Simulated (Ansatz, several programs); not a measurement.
An ordered 4-atom cell of Mg2SO on the zincblende lattice (P-4m2), relaxed with r2SCAN in Ansatz (plane waves, PAW): space group P-4m2 (No. 115), tetragonal; a = 3.675 Å, c = 4.884 Å in the conventional setting, 16.49 Å³ an atom. Around O lie 4 Mg at 2.06 Å; around Mg lie 2 O at 2.06 Å and 2 S at 2.38 Å; around S lie 4 Mg at 2.38 Å. The cell was then scaled with its shape and fractional coordinates held, which makes it stiffer than a relaxed compression. Spin-unpolarised throughout. Whether this structure exists isn't addressed.

```csv
V (Å³/atom),E (meV/atom)
15.500,17.48
16.489,0.00
16.984,3.81
17.478,14.44
```

Task: Pass a cubic E = c₀ + c₁u + c₂u² + c₃u³, with u = V − 16.613 Å³, through these points.

Result: c₀ = 0.25, c₁ = +3.981, c₂ = 15.730, c₃ = -1.5782 (meV and Å³).

Task: Where is the minimum, and what bulk modulus follows?

Result: dE/du = 0 at u = -0.124, so V₀ = 16.49 Å³. B = V₀ d²E/dV² = 16.49 × (2c₂ + 6c₃u) = 16.49 × 32.636 = 538 meV/Å³, and 1 meV/Å³ is 0.16022 GPa: 86 GPa. A third-order Birch-Murnaghan fit to all five points gives 16.49 Å³ and 86 GPa.

Task: Predict the energy and the pressure at the withheld volume, 15.994 Å³.

Result: With u = -0.619: E ≈ 4.19 meV and P = −dE/dV ≈ +2.77 GPa. The run gives 4.13 meV and, from its stress, +2.76 GPa.
